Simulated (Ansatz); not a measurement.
**CH4BClSi: a ladder of functionals and wavefunction methods**

The task here is to estimate one member of a computed series from the others.

Method: functionals in def2-TZVPP, the program's frozen cores in correlated methods; program: Ansatz 0.2.0, Gaussian basis.

Levels to be run: LDA (SPW92), PBE-D4, revPBE-D4, BLYP-D4, r2SCAN-D4, B97M-V, PBE0-D4, B3LYP-D4, r2SCANh-D4, r2SCAN0-D4, HSE06-D4, BHLYP-D4, CAM-B3LYP-D4, LC-ωPBE, ωB97X-V, ωB97M-V, B2PLYP, PBE-QIDH; CCSD(T)/def2-SVP; CCSD(T)/def2-TZVPP; MP2/def2-QZVPP; extrapolation to the limit; RPA on PBE.

### The geometry

An earlier PBE0-D4 in a triple-zeta def2 set relaxation fixed the geometry.

8 atoms, charge 0, spin multiplicity 1.

Atoms are counted from 1 here; the program's logs count them from 0.

Bond lengths: Cl1–C2 1.712 Å, C2–B3 1.467 Å, C2–H5 1.087 Å, B3–Si4 1.887 Å, B3–H6 1.190 Å, Si4–H7 1.487 Å, Si4–H8 1.490 Å. Angles: Cl1–C2–B3 124.6°, Cl1–C2–H5 109.7°, B3–C2–H5 125.6°, C2–B3–Si4 103.2°, C2–B3–H6 127.6°, Si4–B3–H6 129.2°, B3–Si4–H7 120.6°, B3–Si4–H8 131.2°, H7–Si4–H8 108.2°.

The first run:

File in.yaml:

```yaml
crystal:
  periodic: [false, false, false]
  atoms:
    - {symbol: Cl, position_ang: [-1.147895, 2.513950, -0.857524]}
    - {symbol: C, position_ang: [-0.437811, 0.979008, -0.592862]}
    - {symbol: B, position_ang: [-0.178525, 0.396719, 0.728622]}
    - {symbol: Si, position_ang: [0.594048, -1.275025, 0.317800]}
    - {symbol: H, position_ang: [-0.212339, 0.509680, -1.546643]}
    - {symbol: H, position_ang: [-0.409719, 0.877199, 1.791961]}
    - {symbol: H, position_ang: [0.797031, -1.688392, -1.095624]}
    - {symbol: H, position_ang: [1.087312, -2.370440, 1.198371]}
basis:
  gaussian: {orbitals: def2-TZVPP}
hamiltonian: {xc: lda}
output: {orbitals: {seedname: orbitals}}
```

Command:

```sh
$ ansatz run in.yaml --threads 2 --pin off --events-out ev --progress --plain --max-ram 4352MiB
```

Among the steps run: LDA; PBE-D4 (GGA); revPBE-D4 (GGA); BLYP-D4 (GGA); r2SCAN-D4 (meta-GGA); B97M-V (meta-GGA); PBE0-D4 (hybrid); B3LYP-D4 (hybrid); r2SCANh-D4 (hybrid); r2SCAN0-D4 (hybrid); HSE06-D4 (hybrid); BHLYP-D4 (hybrid); CAM-B3LYP-D4 (range-separated); LC-ωPBE (range-separated); ωB97X-V (range-separated); ωB97M-V (range-separated); B2PLYP (double hybrid); PBE-QIDH (double hybrid).

One table of the session follows, with a row left open; its other results are not shown here.

It belongs to the step «Frontier levels by functional». 

| functional | HOMO (eV) | LUMO (eV) | gap (eV) |
| --- | --- | --- | --- |
| LDA (SPW92) | -6.12 | -4.04 | 2.08 |
| PBE-D4 | -5.95 | -3.84 | 2.11 |
| revPBE-D4 | -5.88 | -3.77 | 2.12 |
| BLYP-D4 | -5.74 | -3.67 | 2.08 |
| r2SCAN-D4 | -6.10 | -3.77 | 2.33 |
| B97M-V | -6.08 | -3.76 | 2.32 |
| PBE0-D4 | -6.76 | -3.16 | 3.60 |
| B3LYP-D4 | -6.55 | -3.29 | 3.26 |
| r2SCANh-D4 | -6.41 | -3.51 | 2.89 |
| r2SCAN0-D4 | -6.87 | -3.12 | 3.75 |
| HSE06-D4 | -6.38 | -3.52 | 2.86 |
| BHLYP-D4 | -7.38 | -2.29 | 5.09 |
| CAM-B3LYP-D4 | -7.80 | -2.18 | 5.63 |
| LC-ωPBE | ? | ? | ? |
| ωB97X-V | -8.69 | -1.26 | 7.43 |
| ωB97M-V | -8.62 | -1.35 | 7.27 |

**Question.** Estimate the row for LC-ωPBE.

As computed: HOMO (eV): -8.98; LUMO (eV): -1.26; gap (eV): 7.71. In the column «HOMO (eV)» it is the lowest.
